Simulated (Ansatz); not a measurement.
What does this script print? It uses Ansatz's Python interface.

Input file `c2h4br.xyz`:
```text
7

C    -0.64960   -0.18530    0.05480
C     0.65040    0.33410   -0.53420
Br    2.16010   -0.62910    0.20480
H    -0.65410   -0.04340    1.15620
H    -1.50280    0.37070   -0.38630
H    -0.76470   -1.26410   -0.17990
H     0.76070    1.41710   -0.31540
```

`relaxed_scan.py`
```python
import ansatz as az
import numpy as np


def main() -> None:
    system = az.Crystal.molecule_from_extxyz("c2h4br.xyz")

    base = (
        system.calculation()
        .basis(gaussian="def2-SVP")
        .functional("hf")
        .spin("collinear", total=1)
    )
    symbols = [site.symbol for site in system.cartesian_sites]
    pairs = [(0, 1), (0, 3), (0, 4), (0, 5), (1, 2), (1, 6)]
    print("held (A)   E (eV)        ", "  ".join(f"{symbols[i]}{i}-{symbols[j]}{j}" for i, j in pairs))
    for length in [1.02, 1.11, 1.2, 1.33, 1.5]:
        summary = base.relax(constraints=[az.DistanceConstraint((0, 3), at=length)], force_tolerance=0.02, max_steps=60).run(threads=1, pin="off").report
        xyz = np.array(summary["positions_ang"])
        print(f"{length:6.2f} {summary['free_energy_ev']:14.5f}  ", "  ".join(f"{np.linalg.norm(xyz[i] - xyz[j]):.3f}" for i, j in pairs))


if __name__ == "__main__":
    main()
```

```console
$ python relaxed_scan.py
held (A)   E (eV)         C0-C1  C0-H3  C0-H4  C0-H5  C1-Br2  C1-H6
DeckWarning: relax.constraints: the input's atoms, or those drawn, lie off the distances that are held; a relaxation that starts there is brought onto them ahead of its first SCF, by positions alone, [...]
  1.02   -72111.81711   1.495  1.020  1.092  1.091  1.885  1.081
  1.11   -72111.92644   1.491  1.110  1.091  1.090  1.885  1.081
  1.20   -72111.77421   1.487  1.200  1.090  1.089  1.884  1.081
  1.33   -72111.31513   1.477  1.330  1.089  1.088  1.882  1.080
  1.50   -72110.60072   1.452  1.500  1.087  1.085  1.879  1.080
```
(Warnings from the package without file and line, shortened, repeats left out.)

Total energies depend on the basis set; only differences at equal settings carry meaning. The energies are electronic: no zero-point or thermal terms, and the basis set is short of its limit. The species is open-shell (spin multiplicity 2). The expectation value of S² is noticeably off S(S+1) in at least one run, so that state is spin-contaminated. Hardware and time: 33 s on 1 thread of AMD EPYC 9R45 (Zen 5) (shared host), peak memory 0.28 GiB.
